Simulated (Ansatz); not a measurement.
**C2H4InN: ionisation energy by level of theory**

How much energy removes an electron from C2H4InN at fixed geometry? The cation is run at each level and the neutral's energy taken from earlier runs.

Program: Ansatz 0.2.0, Gaussian basis. Level of theory: unrestricted cation, the program's frozen cores in correlated methods. These are calculated values, not measurements.

Levels to be run: UKS PBE-D4/def2-TZVPP; UKS r2SCAN-D4/def2-TZVPP; UKS PBE0-D4/def2-TZVPP; UKS B3LYP-D4/def2-TZVPP; UKS wB97X-V/def2-TZVPP; UKS wB97M-V/def2-TZVPP; UKS B2PLYP/def2-TZVPP; UHF-CCSD(T)/def2-TZVPP; UHF-MP2/def2-QZVPP; extrapolation to the limit; then −ε(HOMO) from the neutral's earlier runs with LDA (SPW92), PBE-D4, revPBE-D4, BLYP-D4, r2SCAN-D4, B97M-V, PBE0-D4, B3LYP-D4, r2SCANh-D4, r2SCAN0-D4, HSE06-D4, BHLYP-D4, CAM-B3LYP-D4, LC-ωPBE, ωB97X-V, ωB97M-V.

### Step 1. Structure used throughout

An earlier PBE0-D4/def2-TZVP relaxation fixed the geometry. In takes the def2 core potential; no spin-orbit term is included.

8 atoms, charge 0, spin multiplicity 1.

Atoms are counted from 1 here; the program's logs count them from 0.

Bond lengths: C1–In2 2.131 Å, C1–H5 1.091 Å, C1–H6 1.089 Å, C1–H7 1.091 Å, In2–C3 2.149 Å, In2–H8 1.708 Å, C3–N4 1.155 Å. Angles: In2–C1–H5 109.0°, In2–C1–H6 111.9°, In2–C1–H7 109.0°, H5–C1–H6 109.5°, H5–C1–H7 107.9°, H6–C1–H7 109.4°, C1–In2–C3 112.8°, C1–In2–H8 133.7°, C3–In2–H8 113.5°, In2–C3–N4 178.8°.

As a file:

```
C    -0.8308    1.0309   -0.4838
In   -0.1085   -0.5665    0.7272
C     1.7753   -1.3432    0.0459
N     2.7878   -1.7439   -0.3383
H    -0.0811    1.8234   -0.5121
H    -1.7706    1.4326   -0.1089
H    -0.9727    0.6671   -1.5031
H    -0.7073   -1.3573    2.1173
```

### Step 2. Cation, UKS PBE-D4/def2-TZVPP

Contents of in.yaml:

```yaml
crystal:
  periodic: [false, false, false]
  atoms:
    - {symbol: C, position_ang: [-0.830804, 1.030880, -0.483845]}
    - {symbol: In, position_ang: [-0.108536, -0.566543, 0.727227]}
    - {symbol: C, position_ang: [1.775339, -1.343223, 0.045878]}
    - {symbol: N, position_ang: [2.787786, -1.743867, -0.338292]}
    - {symbol: H, position_ang: [-0.081077, 1.823371, -0.512060]}
    - {symbol: H, position_ang: [-1.770630, 1.432594, -0.108914]}
    - {symbol: H, position_ang: [-0.972739, 0.667115, -1.503100]}
    - {symbol: H, position_ang: [-0.707339, -1.357326, 2.117306]}
basis:
  gaussian: {orbitals: def2-TZVPP}
total_charge: 1
magnetization: {spin_polarized: true, initial_magnetization: 1}
hamiltonian: {xc: pbe, dispersion: d4}
```

The run is started by

```
> ansatz run in.yaml --threads 2 --pin off --events-out ev --progress --plain --max-ram 32768MiB --backend cpu
```

The runs that follow: Cation, UKS r2SCAN-D4/def2-TZVPP; Cation, UKS PBE0-D4/def2-TZVPP; Cation, UKS B3LYP-D4/def2-TZVPP; Cation, UKS wB97X-V/def2-TZVPP; Cation, UKS wB97M-V/def2-TZVPP; Cation, UKS B2PLYP (frozen core)/def2-TZVPP; Cation, UHF-CCSD(T)/def2-TZVPP; Cation, UHF-MP2/def2-QZVPP.

Q: Predict the results of all the runs planned. Wanted: ionisation energy, CCSD(T)/CBS; nearest functional by difference; nearest −ε(HOMO); −ε(HOMO) of PBE; T1 of the cation.

**Answer**, as computed:

```
                        quantity               value
  ionisation energy, CCSD(T)/CBS            10.83 eV
nearest functional by difference  ωB97X-V (-0.08 eV)
                nearest −ε(HOMO)  ωB97X-V (-0.05 eV)
                 −ε(HOMO) of PBE             7.28 eV
                T1 of the cation               0.027
```

In words: By cation minus neutral, the functionals miss by 0.68 eV at most. The PBE orbital energy is 3.6 eV too small: a semilocal HOMO is no ionisation energy. Among orbital estimates ωB97X-V comes nearest. Hartree-Fock falls 1.06 eV short, as the neutral has more correlation energy than the cation. Correlated methods include outer-core shells of In, which these sets cover unevenly. With outer-core shells in play the reference is unsure by up to some tenths of an eV, so close misses can't be ranked.
